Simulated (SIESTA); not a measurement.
GeCN2:

```
Ge N C
1.0
     1.79379    1.03565    4.92196
    -1.79379    1.03565    4.92196
     0.00000   -2.07129    4.92196
Ge N C
1 2 1
Cartesian
  0.0000 0.0000 0.0000
  0.0000 0.0000 8.6219
  0.0000 0.0000 6.1440
  0.0000 0.0000 7.3829
```

The cell comes from a database or a generator and needn't be the stable form of this composition.

Base run:

| Item | Value |
| --- | --- |
| Program | SIESTA 5.4.2 |
| Functional | PBEsol |
| Potentials or basis | PseudoDojo 0.4 standard (PBEsol files) |
| Basis | DZP (energy shift 0.003 Ry; two zetas on semicore shells) |
| Grid cutoff | 800 Ry |
| Energy shift | 0.003 Ry |
| k mesh | 9 × 9 × 9 |
| Occupations | fermi-dirac, width 0.05 eV |
| Spin | no spin polarisation |

Its results: band gap on the k mesh 1.05 eV, indirect (least direct gap 1.88 eV); pressure 1.7 GPa; largest force 1.991 eV/Å.

Problem. The run is repeated on the same cell with these changes: functional from PBEsol to PBE; potentials or basis from PseudoDojo 0.4 standard (PBEsol files) to PseudoDojo 0.4 standard (PBE files). What comes out?

Solution. Band gap on the k mesh 1.16 eV, indirect (least direct gap 2.01 eV); pressure 4.5 GPa; largest force 1.739 eV/Å.

Caveats: the basis of atomic orbitals isn't converged, which shifts pressures, moduli and gaps; forces of over 1 eV/Å show positions far from the minimum, so gaps and moduli don't describe the material at rest; the basis holds too few empty states to meet the f-sum rule, so the spectrum is short of weight at high energy (some runs); an odd mesh through Γ misses points on the zone boundary, where band edges often lie (some runs).
